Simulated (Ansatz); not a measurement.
# CH5FGeO (SMILES [CH3][GeH]([OH])[F]): PBE-QIDH/cc-pVDZ

What is the energy change on altering one bond length of CH5FGeO at PBE-QIDH/cc-pVDZ? 

Program for the calculation: Ansatz 0.2.0.

129 further runs of the same task are left out: 3 that didn't finish, 126 set aside as unsound or not needed. Runs told in other sessions of the task aren't counted.

## (1) The system as given

CH5FGeO has 9 atoms, charge 0, and is taken as a singlet. As SMILES, `[CH3][GeH]([OH])[F]`. The coordinates come from a PBE0-D4/def2-TZVP relaxation. This is one conformer, not always the lowest.

Bond lengths: C1–Ge2 1.923 Å, Ge2–O3 1.766 Å, Ge2–F4 1.745 Å, C1–H5 1.090 Å, C1–H6 1.091 Å, C1–H7 1.090 Å, Ge2–H8 1.538 Å, O3–H9 0.960 Å. Some angles: C1–Ge2–O3 107.0°, C1–Ge2–F4 108.4°, O3–Ge2–F4 106.8°, C1–Ge2–H8 118.4°, O3–Ge2–H8 111.2°, F4–Ge2–H8 104.4°, Ge2–C1–H5 108.9°, Ge2–C1–H6 110.1°, Ge2–C1–H7 110.2°, Ge2–O3–H9 113.6°.

## (2) A single-point energy at PBE-QIDH/cc-pVDZ

File input.yaml:

```yaml
crystal:
  periodic: [false, false, false]
  atoms:
    - {symbol: C, position_ang: [-0.669000, 0.976900, -0.584200]}
    - {symbol: Ge, position_ang: [0.088300, -0.643700, 0.121500]}
    - {symbol: O, position_ang: [1.270000, -0.170700, 1.345500]}
    - {symbol: F, position_ang: [0.974400, -1.438600, -1.153800]}
    - {symbol: H, position_ang: [0.138900, 1.624900, -0.924600]}
    - {symbol: H, position_ang: [-1.237900, 1.493500, 0.189700]}
    - {symbol: H, position_ang: [-1.327100, 0.751300, -1.423500]}
    - {symbol: H, position_ang: [-0.865500, -1.725100, 0.656800]}
    - {symbol: H, position_ang: [1.716500, -0.914700, 1.755500]}
basis:
  gaussian:
    orbitals: cc-pVDZ
hamiltonian:
  xc: {name: PBE-QIDH}
correlation:
  frozen_orbitals: {C: 1, F: 1, Ge: 9, H: 0, O: 1}
accuracy: high
output: {orbitals: {seedname: orbitals}}
```

On the command line:

```console
$ ansatz run input.yaml --threads 1 --pin off --max-ram 3480MiB --events-out events.jsonl --progress --plain --runs-dir runs
```

Log:

```text
Warning: RAYON_NUM_THREADS=1 ignored (pool sized by the plan → 1); use --threads N
Functional definition: PBE-QIDH
  name "PBE-QIDH"
  parameter a = 3^(-1/3)
  parameter c = 1/3
  exchange = (1 - a)*pbe_x + a*exact_x
  correlation = (1 - c)*pbe_c + c*(mp2_os + mp2_ss)
2150 factors; integrals over basis functions are off by at most 4.4e-9 eV
mean field evaluation 1: about -62365.2476 eV, gradient 4.9e1 eV
mean field evaluation 2: about -62365.2893 eV, gradient 4.9e1 eV
mean field evaluation 4: about -62369.7443 eV, gradient 3.3e0 eV
mean field evaluation 8: about -62369.7751 eV, gradient 7.6e-2 eV
mean field evaluation 16: about -62369.7751 eV, gradient 6.5e-6 eV
mean field -62369.77512087 eV, -2292.0469599398 hartree, gradient 4.0e-8 eV, S^2 0.000000; 0 other end points of the search recorded, 0 dependent functions left out
12 core orbitals not correlated: weight in the atoms' cores, before any rotation towards them, 1.000 or more for the frozen orbitals, at most 0.000 for the correlated occupied ones
reference -62369.77512187 eV, -2292.0469599766 hartree; 18, 18 occupied and 64, 64 virtual orbitals, 2150 factors
second order -19.61584180 eV of doubles, -0.00000000 eV of singles
Total energy: -62376.31373580 eV, -2292.2872496066 hartree
```

Wall time 25 s (1 thread of Arm Neoverse N1, shared host); peak memory 0.35 GiB.

## (3) The distorted shape at the same level

File run.yaml:

```yaml
crystal:
  periodic: [false, false, false]
  atoms:
    - symbol: C
      position_ang: [-1.377892, 1.612831, 0.436057]
    - symbol: Ge
      position_ang: [-0.620592, -0.007769, 1.141757]
    - symbol: O
      position_ang: [0.561108, 0.465231, 2.365757]
    - symbol: F
      position_ang: [0.974400, -1.438600, -1.153800]
    - symbol: H
      position_ang: [-0.569992, 2.260831, 0.095657]
    - symbol: H
      position_ang: [-1.946792, 2.129431, 1.209957]
    - symbol: H
      position_ang: [-2.035992, 1.387231, -0.403243]
    - symbol: H
      position_ang: [-1.574392, -1.089169, 1.677057]
    - symbol: H
      position_ang: [1.007608, -0.278769, 2.775757]
basis:
  gaussian:
    orbitals: cc-pVDZ
hamiltonian:
  xc: {name: PBE-QIDH}
correlation:
  frozen_orbitals: {C: 1, F: 1, Ge: 9, H: 0, O: 1}
accuracy: high
output: {orbitals: {seedname: orbitals}}
```

On the command line:

```console
$ ansatz run run.yaml --threads 1 --pin off --max-ram 3480MiB --events-out events.jsonl --progress --plain --runs-dir runs
```

Log, shortened:

```text
Warning: RAYON_NUM_THREADS=1 ignored (pool sized by the plan → 1); use --threads N
[... 2 set-up lines as earlier in the session ...]
[...]
2087 factors; integrals over basis functions are off by at most 8.4e-9 eV
[...]
mean field -62364.58594940 eV, -2291.8562614057 hartree, gradient 7.2e-8 eV, S^2 0.000000; 0 other end points of the search recorded, 0 dependent functions left out; unrestricted orbitals would lower it
12 core orbitals not correlated: weight in the atoms' cores, before any rotation towards them, 1.000 or more for the frozen orbitals, at most 0.000 for the correlated occupied ones
reference -62364.58595041 eV, -2291.8562614431 hartree; 18, 18 occupied and 64, 64 virtual orbitals, 2087 factors
second order -20.53219190 eV of doubles, -0.00000000 eV of singles
Total energy: -62371.43001438 eV, -2292.1077761548 hartree
```

Wall time 26 s (1 thread of Arm Neoverse N1, shared host); peak memory 0.48 GiB.

## (4) Summary of results

At PBE-QIDH/cc-pVDZ, 12 core orbitals frozen:

| quantity | value |
| --- | --- |
| first shape: total energy | -2292.28725 Eh |
| first shape: HOMO energy (SCF part's orbitals) | -11.20 eV |
| first shape: LUMO energy (SCF part's orbitals) | 3.07 eV |
| first shape: HOMO–LUMO gap (SCF part's orbitals) | 14.26 eV |
| distorted shape: total energy | -2292.10778 Eh |
| distorted shape: HOMO energy (SCF part's orbitals) | -8.43 eV |
| distorted shape: LUMO energy (SCF part's orbitals) | -1.98 eV |
| distorted shape: HOMO–LUMO gap (SCF part's orbitals) | 6.46 eV |
| energy change with the Ge2–F4 bond stretched from 1.745 to 3.140 Å | 4.884 eV |

In words: With the Ge2–F4 bond stretched from 1.745 to 3.140 Å the energy rises by 4.88 eV (471 kJ/mol). The first shape isn't relaxed at this level, so the change isn't measured from a minimum. A restricted reference can't describe the breaking bond well at this length. The restricted solution (distorted shape) is unstable to spin breaking: an unrestricted one lies lower.
